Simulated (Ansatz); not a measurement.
What does this script print? It uses the Python package of Ansatz (0.2.0).

Script `push.py`:
```python
"""Frozen displacement of one atom in ScIn3."""

import ansatz as az
from ase import Atoms
import numpy as np

atoms = Atoms(
    ["Sc", "In", "In", "In"],
    scaled_positions=[
        (0.0, 0.0, 0.0),
        (0.0, 0.5, 0.5),
        (0.5, 0.0, 0.5),
        (0.5, 0.5, 0.0),
    ],
    cell=[
        (4.46, 0.0, 0.0),
        (0.0, 4.46, 0.0),
        (0.0, 0.0, 4.46),
    ],
    pbc=True,
)
cell = az.Crystal.from_ase(atoms)

inverse = np.linalg.inv(np.array(cell.lattice.vectors))
home = np.array(cell.sites[1].position)
values = np.linspace(-0.2, 0.2, 5)
energies, pulls = [], []
for shift in values:
    moved = cell.move(1, to=home + shift * inverse[1])
    base = moved.calculation()
    base = base.functional(az.Functional.PBESOL, dispersion="d3bjatm").pseudopotentials("paw")
    base = base.occupations("cold")
    base = base.kpoints(density=3.8).forces()
    report = base.run(threads=1).report
    energies.append(report["free_energy_ev"])
    pulls.append(report["forces_ev_ang"][1][1])

# the force is minus the slope of the free energy
print("shift (A)   dE (eV)   force along y (eV/A)")
for shift, e, f in zip(values, energies, pulls):
    print(f"{shift:8.3f} {e - energies[2]:10.5f} {f:12.4f}")
print(f"stiffness from energies {2 * np.polyfit(values, energies, 2)[0]:.3f}, from forces {-np.polyfit(values, pulls, 1)[0]:.3f} eV/A^2")
```

```console
$ python push.py
DeckWarning: basis.ecutwfc = 420 eV, auto-derived from the records' recommended cutoffs: set by Sc (normal level)
shift (A)   dE (eV)   force along y (eV/A)
  -0.200    0.08131       0.8220
  -0.100    0.02014       0.4043
   0.000    0.00000      -0.0000
   0.100    0.02014      -0.4043
   0.200    0.08131      -0.8220
stiffness from energies 4.070, from forces 4.097 eV/A^2
```
(Warnings from the package without file and line.)

The curvature of the energy gives 4.070 eV/Å² and the slope of the force 4.097 eV/Å², a positive curvature.

Dispersion corrections can be off by several per cent in the lattices of metals, and by several GPa in the pressure at a fixed cell. The mesh is modest for a metal, so energies can be off by several to tens of meV an atom and pressures by half a GPa or more; differences at equal mesh fare better. In a metal a curvature from energy changes of a few meV or less hangs on mesh and smearing, in size and even in sign. The structure is a deposited one; some such entries were measured under pressure or heat, so a shift against it needn't be the functional's error alone. All periodic images of the atom move with it, so the curvature is one diagonal element of the zone-centre force constants and no normal mode; a positive value doesn't exclude soft modes in which several atoms move. Timing: 33 s on 1 thread of Intel(R) Xeon(R) Platinum 8488C (Sapphire Rapids), with other jobs on the host, peak memory 0.5 GiB.
